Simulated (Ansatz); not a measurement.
Predict the output of the script below (the Ansatz DFT code, driven from Python).

Contents of `pbo.extxyz`:
```text
4
Lattice="3.99 0.0 0.0 0.0 3.99 0.0 0.0 0.0 5.01" Properties=species:S:1:pos:R:3 pbc="T T T"
Pb    0.00000000    1.99500000    1.20240000
Pb    1.99500000    0.00000000    3.80760000
O     0.00000000    0.00000000    0.00000000
O     1.99500000    1.99500000    0.00000000
```

`xc.py`
```python
import logging
import sys

import ansatz as az

logging.basicConfig(stream=sys.stdout, format="[%(levelname)s] %(message)s")
log = logging.getLogger("run")
log.setLevel(logging.INFO)

structure = az.Crystal.from_extxyz("pbo.extxyz")

job = structure.calculation()
job = job.basis(450)
job = job.kpoints(4).occupations("fixed")
job = job.forces().stress()

rows = []
for value in ["blyp", "lda", "r2scan"]:
    report = job.functional(value).run(threads=1, pin="off").report
    rows.append((value, report["free_energy_ev"] / len(report["lattice"]["sites"]), report["n_iterations"], sum(report["stress_gpa"][i][i] for i in range(3)) / 3, max(abs(f) for row in report["forces_ev_ang"] for f in row), report["n_kpoints"]))

log.info("  functional   F/atom (eV)    iterations       P (GPa)  max component (eV/A)      k-points")
for row in rows:
    log.info(f"{str(row[0]):>12s}  {row[1]:12.5f}  {row[2]:12d}  {row[3]:12.3f}  {row[4]:20.4f}  {row[5]:12d}")
```

```console
$ python xc.py
DeckWarning: basis.ecutwfc = 450 eV is below the records' recommended 500 eV, and the density's cutoff is lower with it unless basis.ecutrho_ratio is high enough to keep the records' density cutoff: compare with a run at a higher cutoff
[INFO]   functional   F/atom (eV)    iterations       P (GPa)  max component (eV/A)      k-points
[INFO]         blyp   -6251.90591             7         6.727                0.2426            18
[INFO]          lda   -6078.63533             7        -3.601                0.6088            18
[INFO]       r2scan   -6244.65890             7        -0.284                0.3963            18
```
(Warnings from the package without file and line.)

What to keep in mind:
- The cutoff lies under the one recommended for these potentials in some of the runs.
- Under the recommended cutoff a pressure can be off by several GPa, even in sign.
- Of the deposited cell: the entry's cell lengths or inner coordinates differ somewhat from later room-temperature determinations.
- Pressure is positive in compression.
- Spin-orbit coupling, which matters for elements this heavy, is left out.
- The structure is a deposited one; some such entries were measured under pressure or heat, so a shift against it needn't be the functional's error alone.
- Total energies of different functionals can't be compared; pressures, moments and gaps at this one structure can.
- Finished in 6.8 s on 1 thread of AMD EPYC 7R43 64-Core Processor (Zen 3), with other jobs on the host, peak memory 0.57 GiB.

(Lines on the test bed's own set-up are left out of the output.)
